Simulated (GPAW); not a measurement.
# HfB (Fm-3m) in GPAW: a series of runs

One crystal, HfB, is run at these levels: r2SCAN, RPBE+D3(BJ), MS2; tasks: equation of state, Fermi surface, density of states.

Program: GPAW 26.7.0. These are calculated values, not measurements. Logs are shortened: lines on timing, memory, paths and dates and some standing lists are left out, and cuts for length are marked. The log counts tension as positive stress, the text compression.

**1. The crystal as given**

The structure is cubic, space group Fm-3m (No. 225). Conventional cell: a = 4.620 Å, b = 4.620 Å, c = 4.620 Å, α = 90.00°, β = 90.00°, γ = 90.00°. Around Hf (site symmetry m-3m) lie 6 B at 2.31 Å. B (site symmetry m-3m) has 6 Hf at 2.31 Å as nearest neighbours.

**2. Equation of state, r2SCAN**

run.py reads:

```python
from ase import Atoms
from ase.eos import EquationOfState
from ase.io import Trajectory
from ase.units import GPa
from gpaw import GPAW, PW

atoms = Atoms(['Hf', 'B'],
              cell=[[0.0, 2.31, 2.31],
                    [2.31, 0.0, 2.31],
                    [2.31, 2.31, 0.0]],
              scaled_positions=[[0.5, 0.5, 0.5],
                                [0.0, 0.0, 0.0]],
              pbc=True)

traj = Trajectory('eos.traj', 'w')
volumes, energies = [], []
for x in [0.94, 0.96, 0.98, 1.0, 1.02, 1.04, 1.06]:
    a = atoms.copy()
    a.set_cell(atoms.cell * x**(1 / 3), scale_atoms=True)
    calc = GPAW(mode=PW(800),
                xc='MGGA_X_R2SCAN+MGGA_C_R2SCAN',
                kpts={'size': (10, 10, 10), 'gamma': True},
                occupations={'name': 'fermi-dirac', 'width': 0.05},
                nbands=17,
                convergence={'density': 1e-05, 'energy': 1e-05},
                maxiter=150,
                txt=f'eos-{x:.2f}.txt')
    a.calc = calc
    energies.append(a.get_potential_energy(force_consistent=True))
    volumes.append(a.get_volume())
    p = -a.get_stress()[:3].mean() / GPa
    calc.write(f'eos-{x:.2f}.gpw')
    traj.write(a)
    print(f'{x:.2f} {volumes[-1]:10.4f} A^3 {energies[-1]:14.6f} eV {p:9.3f} GPa', flush=True)

v0, e0, B = EquationOfState(volumes, energies, eos='birchmurnaghan').fit()
print(f'V0 = {v0:.4f} A^3, E0 = {e0:.6f} eV, B0 = {B / GPa:.2f} GPa')
```

Potentials or basis: GPAW PAW data sets (gpaw-data 1.2.1), pw.

Launch:

```console
$ OMP_NUM_THREADS=1 python run.py
```

Standard output:

```text
__  _  _
 | _ |_)|_||  |
 |__||  | ||/\| - 26.7.0

Input parameters:
  mode=PW(ecut=800.0),
  convergence={'density': 1e-05, 'energy': 1e-05},
  kpts=MonkhorstPack(size=(10, 10, 10), gamma=True),
  maxiter=150,
  nbands=17,
  occupations=Occupations(name='fermi-dirac', width=0.05),
  xc=XC(name='MGGA_X_R2SCAN+MGGA_C_R2SCAN')

Diagonalizing LCAO Hamiltonian
Converting LCAO to pw mode

              Hf

       B

Atoms  # Å, Bohr magnetons
|   | symbol |        x |        y |        z |    initial magnetic moments |
|---|--------|----------|----------|----------|-----------------------------|
| 0 |     Hf | 2.262844 | 2.262844 | 2.262844 | ( 0.0000,  0.0000,  0.0000) |
| 1 |      B | 0.000000 | 0.000000 | 0.000000 | ( 0.0000,  0.0000,  0.0000) |

Unit cell  # Å
| periodic |        x |        y |        z |  lengths |    angles |
|----------|----------|----------|----------|----------|-----------|
|      yes | 0.000000 | 2.262844 | 2.262844 | 3.200145 | 60.000000 |
|      yes | 2.262844 | 0.000000 | 2.262844 | 3.200145 | 60.000000 |
|      yes | 2.262844 | 2.262844 | 0.000000 | 3.200145 | 60.000000 |

Number of symmetries: 48
Symmetry operations  # r_c * U_cc + t_c -> r_c
|    | kind |            matrix            |
|----|------|------------------------------|
|  0 |  σ   |  1, 0, 0,  1, 0,-1,  1,-1, 0 |
|  1 |  C2  |  1, 0, 0,  1,-1, 0,  1, 0,-1 |
|  2 |  E   |  1, 0, 0,  0, 1, 0,  0, 0, 1 |
|  3 |  σ   |  1, 0, 0,  0, 0, 1,  0, 1, 0 |
|  4 |  C4  |  1, 0,-1,  1, 0, 0,  1,-1, 0 |
|  5 |  S6  |  1, 0,-1,  1,-1, 0,  1, 0, 0 |
|  6 |  σ   |  1, 0,-1,  0, 1,-1,  0, 0,-1 |
|  7 |  C3  |  1, 0,-1,  0, 0,-1,  0, 1,-1 |
|  8 |  S6  |  1,-1, 0,  1, 0, 0,  1, 0,-1 |
|  9 |  C4  |  1,-1, 0,  1, 0,-1,  1, 0, 0 |
| 10 |  C3  |  1,-1, 0,  0,-1, 1,  0,-1, 0 |
| 11 |  σ   |  1,-1, 0,  0,-1, 0,  0,-1, 1 |
| 12 |  σ   |  0, 1, 0,  1, 0, 0,  0, 0, 1 |
| 13 |  C4  |  0, 1, 0,  0, 1,-1, -1, 1, 0 |
| 14 |  C3  |  0, 1, 0,  0, 0, 1,  1, 0, 0 |
| 15 |  S6  |  0, 1, 0, -1, 1, 0,  0, 1,-1 |
| 16 |  C2  |  0, 1,-1,  1, 0,-1,  0, 0,-1 |
| 17 |  σ   |  0, 1,-1,  0, 1, 0, -1, 1, 0 |
| 18 |  S4  |  0, 1,-1,  0, 0,-1,  1, 0,-1 |
| 19 |  C4  |  0, 1,-1, -1, 1, 0,  0, 1, 0 |
| 20 |  C3  |  0, 0, 1,  1, 0, 0,  0, 1, 0 |
| 21 |  σ   |  0, 0, 1,  0, 1, 0,  1, 0, 0 |
| 22 |  S6  |  0, 0, 1,  0,-1, 1, -1, 0, 1 |
| 23 |  C4  |  0, 0, 1, -1, 0, 1,  0,-1, 1 |
| 24 |  S4  |  0, 0,-1,  1, 0,-1,  0, 1,-1 |
| 25 |  C3  |  0, 0,-1,  0, 1,-1,  1, 0,-1 |
| 26 |  C2  |  0, 0,-1,  0,-1, 0, -1, 0, 0 |
| 27 |  S6  |  0, 0,-1, -1, 0, 0,  0,-1, 0 |
| 28 |  S4  |  0,-1, 1,  1,-1, 0,  0,-1, 0 |
| 29 |  C4  |  0,-1, 1,  0, 0, 1, -1, 0, 1 |
| 30 |  C2  |  0,-1, 1,  0,-1, 0,  1,-1, 0 |
| 31 |  σ   |  0,-1, 1, -1, 0, 1,  0, 0, 1 |
| 32 |  C3  |  0,-1, 0,  1,-1, 0,  0,-1, 1 |
| 33 |  S6  |  0,-1, 0,  0, 0,-1, -1, 0, 0 |
| 34 |  S4  |  0,-1, 0,  0,-1, 1,  1,-1, 0 |
| 35 |  C2  |  0,-1, 0, -1, 0, 0,  0, 0,-1 |
| 36 |  C2  | -1, 1, 0,  0, 1, 0,  0, 1,-1 |
| 37 |  S6  | -1, 1, 0,  0, 1,-1,  0, 1, 0 |
| 38 |  S4  | -1, 1, 0, -1, 0, 1, -1, 0, 0 |
| 39 |  C3  | -1, 1, 0, -1, 0, 0, -1, 0, 1 |
| 40 |  S6  | -1, 0, 1,  0, 0, 1,  0,-1, 1 |
| 41 |  C2  | -1, 0, 1,  0,-1, 1,  0, 0, 1 |
| 42 |  C3  | -1, 0, 1, -1, 1, 0, -1, 0, 0 |
| 43 |  S4  | -1, 0, 1, -1, 0, 0, -1, 1, 0 |
| 44 |  C2  | -1, 0, 0,  0, 0,-1,  0,-1, 0 |
| 45 |  i   | -1, 0, 0,  0,-1, 0,  0, 0,-1 |
| 46 |  σ   | -1, 0, 0, -1, 1, 0, -1, 0, 1 |
| 47 |  C2  | -1, 0, 0, -1, 0, 1, -1, 1, 0 |

BZ-sampling:
  Number of BZ points: 1000
  Number of IBZ points: 47

  Monkhorst-Pack size: [10, 10, 10]
  Monkhorst-Pack shift: [0.05, 0.05, 0.05]

K-points  # in reciprocal-cell coordinates
|     |                                coordinates |     weight |
|-----|--------------------------------------------|------------|
|   0 | (  0.00000000,   0.00000000,   0.00000000) | 0.00100000 |
|   1 | (  0.10000000,   0.10000000,   0.00000000) | 0.00600000 |
|   2 | (  0.10000000,   0.10000000,   0.10000000) | 0.00800000 |
|   3 | (  0.20000000,   0.10000000,   0.10000000) | 0.01200000 |
|   4 | (  0.20000000,   0.20000000,   0.00000000) | 0.00600000 |
|   5 | (  0.20000000,   0.20000000,   0.10000000) | 0.02400000 |
|   6 | (  0.20000000,   0.20000000,   0.20000000) | 0.00800000 |
|   7 | (  0.30000000,   0.20000000,   0.10000000) | 0.02400000 |
|   8 | (  0.30000000,   0.20000000,   0.20000000) | 0.02400000 |
|   9 | (  0.30000000,   0.30000000,   0.00000000) | 0.00600000 |
| ... |                                            |            |
|  46 | (  0.50000000,   0.50000000,   0.50000000) | 0.00400000 |

Plane wave coefficients: 1243
Cutoff: 800.0 eV

Spin-components: 1 (collinear spins)
Bands:           17
Projectors:      11
Spin-degeneracy: 2
Datatype:        complex128

Parallelization:
  kpt:    1
  domain: 1
  band:   1

Density:
  Valence electrons: 15.0
  Components: 1
  Grid points: [21 21 21]
  Charge: 0.0  # |e|

Potential:
  Grid points: [21 21 21]

species:
  Hf:
    name:    Hafnium
    Z:       72.0
    valence: 12
    core:    60
    charge:  0.0  # [|e|]
    compensation charges:
      type: gauss
      rc: 0.41  # [Å]
      lmax: 2
    cutoffs:
      filter: 2.36  # [Å]
      core: 4.02  # [Å]
    projectors
    | kind |    occ | energy [eV] | rcut [Å] |
    |------|--------|-------------|----------|
    |   5s |  2.000 |     -66.831 |    1.397 |
    |   6s |  2.000 |      -5.097 |    1.397 |
    |   5p |  6.000 |     -35.599 |    1.307 |
    |   6p |  0.000 |      -1.401 |    1.307 |
    |   5d |  2.000 |      -2.699 |    1.334 |
    |    d |        |      24.513 |    1.334 |

    Using partial waves for Hf as LCAO basis

  B:
    name:    Boron
    Z:       5.0
    valence: 3
    core:    2
    charge:  0.0  # [|e|]
    compensation charges:
      type: gauss
      rc: 0.20  # [Å]
      lmax: 2
    cutoffs:
      filter: 1.14  # [Å]
      core: 1.38  # [Å]
    projectors
    | kind |    occ | energy [eV] | rcut [Å] |
    |------|--------|-------------|----------|
    |   2s |  2.000 |      -9.443 |    0.635 |
    |   2p |  1.000 |      -3.606 |    0.635 |
    |    s |        |      17.768 |    0.635 |
    |    p |        |      23.605 |    0.635 |
    |    d |        |       0.000 |    0.635 |

    Using partial waves for B as LCAO basis

Reference energy: -410555.604843  # eV

eigensolver:
  PPCG
  Converge bands: occupied
  niter=2

density mixing:
  MSR1-Mixer
  Pratt-step length: 0.05
  Maximum mixing coefficient: 0.75
  Old densities: 10
  SVD Regularization: 0.005
  Good broyden scale: 1.0
  Trust region scale: 1.0
  Backstep threshold: 4.0
  History deletion threshold: 6.0
  Fourier metric: weight=20.0, sigma=0.015

occupation numbers:
  Fermi-Dirac:
    width: 0.0500  # eV

poisson solver:
  ecut: 6400.0  # eV

xc functional:
  name: MGGA_X_R2SCAN+MGGA_C_R2SCAN with 2 nearest neighbor stencil

convergence criteria:
[... 6 lines left out ...]
|iter     | |      energy | eigst |  dens |
|---------|-|-------------|-------|-------|
|iter:   1| |  -30.447440 | -0.25 |       |
|iter:   2| |  -28.207565 | -1.75 | -1.01 |
|iter:   3| |  -27.914597 | -1.90 | -1.07 |
|iter:   4| |  -27.924519 | -2.35 | -1.51 |
|iter:   5| |  -27.933488 | -3.52 | -2.18 |
|iter:   6| |  -27.933133 | -4.87 | -2.75 |
|iter:   7| |  -27.933143 | -5.73 | -3.37 |
|iter:   8| |  -27.933143c| -7.90c| -4.42 |
|iter:   9| |  -27.933143c| -7.56c| -4.88 |
|iter:  10| |  -27.933143c| -8.43c| -5.80c|

Converged in 10 steps
Energy contributions relative to reference atoms: (reference = -410555.604843)

Energy contributions:
  Kinetic:          57.522104
  Coulomb:         -50.266315
  Zero:             -0.538434
  External:          0.000000
  Xc:              -34.645675
  Entropy:          -0.009647
  Spinorbit:         0.000000
  ----------------------------
  Free energy:     -27.937967
  Extrapolated:    -27.933143

dipole moment: (-6.963981, -6.963981, -6.963981)  # |e|*Ang

Fermi level: 11.046
Eigenvalues  # (at kpt = [0.000, 0.000, 0.000])
| band index |      eig [eV] | occ [0-2] |
|------------|---------------|-----------|
|          0 |       -50.027 |     2.000 |
|          1 |       -18.048 |     2.000 |
|          2 |       -18.048 |     2.000 |
|          3 |       -18.048 |     2.000 |
|          4 |         0.745 |     2.000 |
|          5 |        13.571 |     0.000 |
|          6 |        13.571 |     0.000 |
|          7 |        13.571 |     0.000 |
|          8 |        15.475 |     0.000 |
|          9 |        15.475 |     0.000 |
|         10 |        15.475 |     0.000 |
|         11 |        15.670 |     0.000 |
|         12 |        15.670 |     0.000 |
|        ... |               |           |
|         16 |        38.710 |     0.000 |

No gap
No difference between direct/indirect transitions

Stress tensor  # eV/Ang^3
|         x |         y |         z |
|-----------|-----------|-----------|
| -0.318838 |  0.000000 |  0.000000 |
|  0.000000 | -0.318838 |  0.000000 |
|  0.000000 |  0.000000 | -0.318838 |

# Writing to eos-0.94.gpw (mode='')
```

stdout:

```text
0.94    23.1736 A^3     -27.937967 eV    51.084 GPa
0.96    23.6667 A^3     -28.084596 eV    43.933 GPa
0.98    24.1597 A^3     -28.210038 eV    37.389 GPa
1.00    24.6528 A^3     -28.316238 eV    31.398 GPa
1.02    25.1458 A^3     -28.404741 eV    25.912 GPa
1.04    25.6389 A^3     -28.477056 eV    20.882 GPa
1.06    26.1319 A^3     -28.534526 eV    16.269 GPa
<dir> UserWarning: The minimum volume of your fit is not in your volumes.  You may not have a minimum in your dataset!
  warnings.warn(
V0 = 28.3311 A^3, E0 = -28.640009 eV, B0 = 173.98 GPa
```

It took 7.2 min on 1 thread of Arm Neoverse V2, shared host; peak memory 0.88 GiB.

Results:

* Equilibrium volume: 14.17 Å³/atom (rough: see the caveat)
* Bulk modulus: 174 GPa (rough)

Energy against volume, from the lowest point:
| volume (Å³/atom) | energy (meV/atom) |
| --- | --- |
| 11.587 | 298.28 |
| 11.833 | 224.96 |
| 12.080 | 162.24 |
| 12.326 | 109.14 |
| 12.573 | 64.89 |
| 12.819 | 28.73 |
| 13.066 | 0.00 |

Caveat: the minimum lies outside the volumes run; the PAW data sets were made with another functional, which shifts forces and pressure a little. The run has no spin-orbit coupling, so splittings on Hf are missing.

[end of part 1 of 2]
